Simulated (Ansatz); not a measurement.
# C2HF2Sn radical: a ladder of functionals and wavefunction methods

How much do the methods differ for C2HF2Sn radical? The plan is to run it at one geometry with functionals of several rungs and with coupled cluster. The yardstick is the atomisation energy at the CCSD(T) limit.

Method: functionals in def2-TZVPP, the program's frozen cores in correlated methods; program: Ansatz 0.2.0, Gaussian basis.

The runs, in order: LDA (SPW92), PBE-D4, revPBE-D4, BLYP-D4, r2SCAN-D4, B97M-V, PBE0-D4, B3LYP-D4, r2SCANh-D4, r2SCAN0-D4, HSE06-D4, BHLYP-D4, CAM-B3LYP-D4, LC-ωPBE, ωB97X-V, ωB97M-V, B2PLYP, PBE-QIDH; CCSD(T)/def2-SVP; CCSD(T)/def2-TZVPP; MP2/def2-QZVPP; extrapolation to the limit; RPA on PBE.

### 1 The relaxed structure

All runs share one geometry, relaxed beforehand with PBE0-D4 in a triple-zeta def2 set. Sn takes the def2 core potential; no spin-orbit term is included.

SMILES `C#[C][Sn]([F])[F]`, 6 atoms, charge 0, spin multiplicity 2.

Atoms are counted from 1 here; the program's logs count them from 0.

Bond lengths: C1–C2 1.207 Å, C1–H6 1.067 Å, C2–Sn3 2.079 Å, Sn3–F4 1.914 Å, Sn3–F5 1.914 Å. Angles: C2–C1–H6 177.8°, C1–C2–Sn3 171.8°, C2–Sn3–F4 107.4°, C2–Sn3–F5 107.4°, F4–Sn3–F5 103.3°.

Coordinates:

```
C    -0.2307    0.6726    1.7518
C     0.0067    0.1822    0.6749
Sn    0.6404   -0.8011   -1.0440
F    -0.8573   -1.7733   -1.7333
F     0.9545    0.5299   -2.3830
H    -0.4715    1.1258    2.6874
```

### 2 LDA

This LDA is Slater exchange with PW92 correlation.

Input file in.yaml:

```yaml
crystal:
  periodic: [false, false, false]
  atoms:
    - {symbol: C, position_ang: [-0.230698, 0.672594, 1.751827]}
    - {symbol: C, position_ang: [0.006686, 0.182234, 0.674925]}
    - {symbol: Sn, position_ang: [0.640376, -0.801075, -1.043969]}
    - {symbol: F, position_ang: [-0.857251, -1.773346, -1.733269]}
    - {symbol: F, position_ang: [0.954482, 0.529919, -2.383041]}
    - {symbol: H, position_ang: [-0.471495, 1.125773, 2.687427]}
basis:
  gaussian: {orbitals: def2-TZVPP}
magnetization: {spin_polarized: true, initial_magnetization: 1}
hamiltonian: {xc: lda}
output: {orbitals: {seedname: orbitals}}
```

Command:

```sh
> ansatz run in.yaml --threads 4 --pin off --events-out ev --progress --plain --max-ram 10444MiB
```

The runs that follow: PBE-D4 (GGA); revPBE-D4 (GGA); BLYP-D4 (GGA); r2SCAN-D4 (meta-GGA); B97M-V (meta-GGA); PBE0-D4 (hybrid); B3LYP-D4 (hybrid); r2SCANh-D4 (hybrid); r2SCAN0-D4 (hybrid); HSE06-D4 (hybrid); BHLYP-D4 (hybrid); CAM-B3LYP-D4 (range-separated); LC-ωPBE (range-separated); ωB97X-V (range-separated); ωB97M-V (range-separated); B2PLYP (double hybrid); PBE-QIDH (double hybrid); CCSD(T) in def2-SVP; CCSD(T) in def2-TZVPP; MP2 in def2-QZVPP; RPA on PBE orbitals.

Q: Predict the results of all the runs planned. Wanted: atomisation energy, CCSD(T)/CBS; farthest beyond LDA; mean size of error, GGA; mean size of error, meta-GGA; mean size of error, hybrid; mean size of error, range-separated; mean size of error, double hybrid; gap, smallest and largest; T1 diagnostic.

As calculated:

| quantity | value |
| --- | --- |
| atomisation energy, CCSD(T)/CBS | 24.230 eV |
| functionals within 0.242 eV (1.0 %) | revPBE-D4, BLYP-D4, r2SCAN-D4, B97M-V, PBE0-D4, HSE06-D4, CAM-B3LYP-D4, LC-ωPBE, ωB97X-V, ωB97M-V |
| farthest beyond LDA | BHLYP-D4 (-1.660 eV) |
| mean size of error, GGA | 0.384 eV |
| mean size of error, meta-GGA | 0.045 eV |
| mean size of error, hybrid | 0.607 eV |
| mean size of error, range-separated | 0.128 eV |
| mean size of error, double hybrid | 0.393 eV |
| gap, smallest and largest | 0.77 eV (LDA (SPW92)), 8.12 eV (LC-ωPBE) |
| T1 diagnostic | 0.0176 |
| triples share of the correlation energy | 3.7 % |

LDA overbinds by 4.290 eV (18 %). PBE-D4 is off by +0.935 eV. Double hybrids carry the basis error of their MP2 part in triple zeta, and no dispersion term here, so their miss is partly the set-up's. The rungs meta-GGA, range-separated miss on average by less than the doubt on the reference (0.242 eV), so they tie. Misses under about 0.242 eV are within the doubt on the reference itself, which lacks core-valence correlation, spin-orbit coupling and higher excitations, and its outer-core shells are covered unevenly. All levels share the lack of spin-orbit coupling, which lowers the free heavy atoms and so the true binding. Hartree-Fock recovers 67 % of the binding; the rest is correlation. CCSD(T) in def2-SVP is off by -1.956 eV, worse than the median functional, from the basis alone. Orbital gaps span 0.8 to 8.1 eV; exact exchange widens them. Correlated methods include outer-core shells of Sn, which these sets cover unevenly.
